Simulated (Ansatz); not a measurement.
# C4H10O (1-methoxypropane): HF/3-21G

What is the electronic atomisation energy of C4H10O (1-methoxypropane) at HF/3-21G? 

The calculation is run with Ansatz 0.2.0.

28 further runs of the same task are left out: 28 set aside as unsound or not needed.

## Step 1: The system as given

The species is C4H10O (15 atoms), meant as a singlet with charge 0. SMILES: `CCCOC`. Geometry: relaxed at PBE0-D4/def2-TZVP. This is one conformer, not always the lowest.

Bond lengths: C1–C2 1.519 Å, C2–C3 1.511 Å, C3–O4 1.405 Å, O4–C5 1.398 Å, C1–H6 1.094 Å, C1–H7 1.092 Å, C1–H8 1.091 Å, C2–H9 1.095 Å, C2–H10 1.095 Å, C3–H11 1.101 Å, C3–H12 1.103 Å, C5–H13 1.090 Å, C5–H14 1.100 Å, C5–H15 1.100 Å. Some angles: C1–C2–C3 113.1°, C2–C3–O4 109.3°, C3–O4–C5 112.5°, C1–C2–H9 110.3°, C1–C2–H10 110.2°, C3–C2–H9 107.9°, C3–C2–H10 108.5°, C2–C1–H6 111.0°, C2–C1–H7 111.3°, C2–C1–H8 110.8°.

## Step 2: A single-point energy at HF/3-21G

Input file input.yaml:

```yaml
basis:
  gaussian: {orbitals: 3-21G.json}
crystal:
  periodic: [false, false, false]
  atoms:
    - {symbol: C, position_ang: [-1.590400, -0.737100, -1.038200]}
    - {symbol: C, position_ang: [-0.374800, -1.300100, -0.322500]}
    - {symbol: C, position_ang: [0.668700, -0.252100, -0.013200]}
    - {symbol: O, position_ang: [0.125100, 0.699600, 0.865900]}
    - {symbol: C, position_ang: [1.027900, 1.722200, 1.172200]}
    - {symbol: H, position_ang: [-1.307900, -0.284600, -1.993300]}
    - {symbol: H, position_ang: [-2.325800, -1.517900, -1.244000]}
    - {symbol: H, position_ang: [-2.072400, 0.033100, -0.434200]}
    - {symbol: H, position_ang: [0.098500, -2.077200, -0.931700]}
    - {symbol: H, position_ang: [-0.676600, -1.776600, 0.615800]}
    - {symbol: H, position_ang: [1.557900, -0.717300, 0.440900]}
    - {symbol: H, position_ang: [0.998400, 0.242400, -0.942500]}
    - {symbol: H, position_ang: [0.529400, 2.412500, 1.853400]}
    - {symbol: H, position_ang: [1.931600, 1.331000, 1.661600]}
    - {symbol: H, position_ang: [1.336500, 2.272200, 0.271500]}
accuracy: high
output: {orbitals: {seedname: orbitals}}
hamiltonian: {xc: hf}
```

The basis set 3-21G is read from a file made from the Basis Set Exchange's data (not shown).

Started as:

```console
$ ansatz run input.yaml --threads 1 --pin off --max-ram 3480MiB --events-out events.jsonl --progress --plain --runs-dir runs
```

The log of the run:

```text
Warning: RAYON_NUM_THREADS=1 ignored (pool sized by the plan → 1); use --threads N
Functional definition: HF
  name "HF"
  exchange = exact_x
  correlation = 0
1605 factors; integrals over basis functions are off by at most 1.2e-8 eV
mean field evaluation 1: about -6279.5129 eV, gradient 2.7e1 eV
mean field evaluation 2: about -6280.0659 eV, gradient 2.7e1 eV
mean field evaluation 4: about -6281.8639 eV, gradient 3.4e0 eV
mean field evaluation 8: about -6281.8865 eV, gradient 1.2e-1 eV
mean field evaluation 16: about -6281.8865 eV, gradient 1.9e-8 eV
mean field -6281.88651869 eV, -230.8550715463 hartree, gradient 1.9e-8 eV, S^2 0.000000; 0 other end points of the search recorded, 0 dependent functions left out
reference -6281.88651869 eV, -230.8550715463 hartree; 21, 21 occupied and 44, 44 virtual orbitals, 1605 factors
Total energy: -6281.88651869 eV, -230.8550715463 hartree
```

Wall time 1.4 s (1 thread of Arm Neoverse V2, shared host); peak memory 0.15 GiB.

## Step 3: The C atom, same level

Input file run.yaml:

```yaml
crystal:
  periodic: [false, false, false]
  atoms:
    - symbol: C
      position_ang: [0.000000, 0.000000, 0.000000]
basis:
  gaussian:
    orbitals: 3-21G.json
magnetization:
  spin_polarized: true
  initial_magnetization: 2
hamiltonian:
  xc: hf
accuracy: high
```

The basis set 3-21G is read from a file made from the Basis Set Exchange's data (not shown).

Run the same way, it converges to -37.48107 Eh (log not shown).

## Step 4: The H atom, same level

Input file molecule.yaml:

```yaml
crystal:
  periodic: [false, false, false]
  atoms:
    - {symbol: H, position_ang: [0.000000, 0.000000, 0.000000]}
basis:
  gaussian: {orbitals: 3-21G.json}
accuracy: high
magnetization: {spin_polarized: true, initial_magnetization: 1}
hamiltonian: {xc: hf}
```

The basis set 3-21G is read from a file made from the Basis Set Exchange's data (not shown).

Run the same way, it converges to -0.49620 Eh (log not shown).

## Step 5: The O atom at the same level

Input file molecule.yaml:

```yaml
crystal:
  periodic: [false, false, false]
  atoms:
    - {symbol: O, position_ang: [0.000000, 0.000000, 0.000000]}
basis:
  gaussian: {orbitals: 3-21G.json}
hamiltonian: {xc: hf}
accuracy: high
magnetization: {spin_polarized: true, initial_magnetization: 2}
```

The basis set 3-21G is read from a file made from the Basis Set Exchange's data (not shown).

Run the same way, it converges to -74.39366 Eh (log not shown).

## Step 6: Summary of results

At HF/3-21G:

```
                     quantity          value
       molecule: total energy  -230.85507 Eh
        molecule: HOMO energy      -11.03 eV
        molecule: LUMO energy        7.06 eV
      molecule: HOMO–LUMO gap       18.09 eV
         C atom: total energy   -37.48107 Eh
                 C atom: ⟨S²⟩          2.001
         H atom: total energy    -0.49620 Eh
                 H atom: ⟨S²⟩          0.750
         O atom: total energy   -74.39366 Eh
                 O atom: ⟨S²⟩          2.001
electronic atomisation energy      42.862 eV
```

**Reading.** Taking the molecule apart into free atoms costs 42.86 eV (988 kcal/mol), before zero-point energy and without spin-orbit coupling. Hartree–Fock lacks the correlation of the bonding pairs, which as a rule makes this value much too low; in minimal bases other errors can mask that. The basis has no polarisation functions, which makes bonds too weak.
